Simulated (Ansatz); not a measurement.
Write a Python script for Ansatz 0.2.0 through its Python package that makes a convergence test of the plane-wave cutoff of GdZn, space group Pm-3m. Level of theory (first run): r2SCAN, PAW, cutoff 300 eV, 9×9×9 k-points, Fermi-Dirac smearing of 0.1 eV, collinear spin. The script varies cutoff (eV): 300, 350, 400, 450.

`gdzn.cif`
```cif
data_GdZn
_cell_length_a 3.618000
_cell_length_b 3.618000
_cell_length_c 3.618000
_cell_angle_alpha 90.00000
_cell_angle_beta 90.00000
_cell_angle_gamma 90.00000
_symmetry_space_group_name_H-M 'P 1'
_symmetry_Int_Tables_number 1
loop_
_symmetry_equiv_pos_as_xyz
'x, y, z'
loop_
_atom_site_label
_atom_site_type_symbol
_atom_site_fract_x
_atom_site_fract_y
_atom_site_fract_z
Gd1 Gd    0.000000    0.000000    0.000000
Zn2 Zn    0.500000    0.500000    0.500000
```

`ecut.py`
```python
"""Cutoff test for GdZn."""

import ansatz as az
from ase.io import read
from tabulate import tabulate

atoms = read("gdzn.cif")
crystal = az.Crystal.from_ase(atoms).moments(Gd=9.1)

calculation = (
    crystal.calculation()
    .functional("r2scan")
    .kpoints(spacing=0.2)
    .occupations(az.OccupationsMethod.FERMI_DIRAC, width=0.1)
    .spin("collinear")
    .scf(max_iterations=70)
    .forces()
    .stress()
)

rows = []
for value in [300, 350, 400, 450]:
    r = calculation.basis(value).run(threads=1, pin="off").report
    rows.append((value, r["free_energy_ev"] / len(r["lattice"]["sites"]), r["n_iterations"], sum(r["stress_gpa"][i][i] for i in range(3)) / 3, max(abs(f) for row in r["forces_ev_ang"] for f in row), r["magnetization_mub"], r["n_pw"]))

print(tabulate(rows, headers=["cutoff (eV)", "F/atom (eV)", "iterations", "P (GPa)", "max component (eV/A)", "moment (muB)", "plane waves"], floatfmt=".4f", tablefmt="grid"))

# differences from the last row
for row in rows[:-1]:
    shift = 1000 * (row[1] - rows[-1][1])
    print(f"{row[0]}: {shift:+.2f} meV/atom" + ("  (within 2 meV)" if abs(shift) < 2 else ""))
```

```console
$ python ecut.py
DeckWarning: basis.ecutwfc = 300 eV is below the records' recommended 500 eV, and the density's cutoff is lower with it unless basis.ecutrho_ratio is high enough to keep the records' density cutoff: compare with a run at a higher cutoff
DeckWarning: where an SCF of this run starts from atoms to list the orders of its open shells, Gd (site 0, from 0) starts with 6.64 μB on its 4f shell and 0.64 μB on its 5d shell, in the place of the 9.10 μB that the deck gives it: its open shells can hold no more by Hund's first rule. To start from spheres of the given moment, type scf.initial_density.shell_occupations: []
DeckWarning: basis.ecutwfc = 350 eV is below the records' recommended 500 eV, and the density's cutoff is lower with it unless basis.ecutrho_ratio is high enough to keep the records' density cutoff: compare with a run at a higher cutoff
DeckWarning: basis.ecutwfc = 400 eV is below the records' recommended 500 eV, and the density's cutoff is lower with it unless basis.ecutrho_ratio is high enough to keep the records' density cutoff: compare with a run at a higher cutoff
DeckWarning: basis.ecutwfc = 450 eV is below the records' recommended 500 eV, and the density's cutoff is lower with it unless basis.ecutrho_ratio is high enough to keep the records' density cutoff: compare with a run at a higher cutoff
+---------------+---------------+--------------+-----------+------------------------+----------------+---------------+
|   cutoff (eV) |   F/atom (eV) |   iterations |   P (GPa) |   max component (eV/A) |   moment (muB) |   plane waves |
+===============+===============+==============+===========+========================+================+===============+
|           300 |    -6336.0977 |           16 |   -1.3001 |                 0.0000 |         7.7267 |           587 |
+---------------+---------------+--------------+-----------+------------------------+----------------+---------------+
|           350 |    -6336.2865 |           17 |   -1.5766 |                 0.0000 |         7.7447 |           739 |
+---------------+---------------+--------------+-----------+------------------------+----------------+---------------+
|           400 |    -6336.3028 |           17 |   -1.5996 |                 0.0000 |         7.7457 |           847 |
+---------------+---------------+--------------+-----------+------------------------+----------------+---------------+
|           450 |    -6336.3065 |           17 |   -1.6274 |                 0.0000 |         7.7445 |          1021 |
+---------------+---------------+--------------+-----------+------------------------+----------------+---------------+
300: +208.77 meV/atom
350: +19.98 meV/atom
400: +3.67 meV/atom
```
(Warnings from the package without file and line.)

Open f shells: without a Hubbard U, without spin-orbit coupling; the state reached hangs on the start and needn't be the lowest. The overall sign of a collinear moment is arbitrary, and semilocal functionals can give small moments to compounds that are paramagnetic. Forces vanish by symmetry here and test nothing. Pressure is positive in compression. r2SCAN tends to overestimate the moments of itinerant magnets. The starting cell is as deposited in a crystallographic database; the results hold for this polymorph, which needn't be the stable one. Shifts are counted from the last row, which is itself no proven limit. Timing: 68 s on 1 thread of Arm Neoverse V1, with other jobs on the host, peak memory 0.62 GiB.
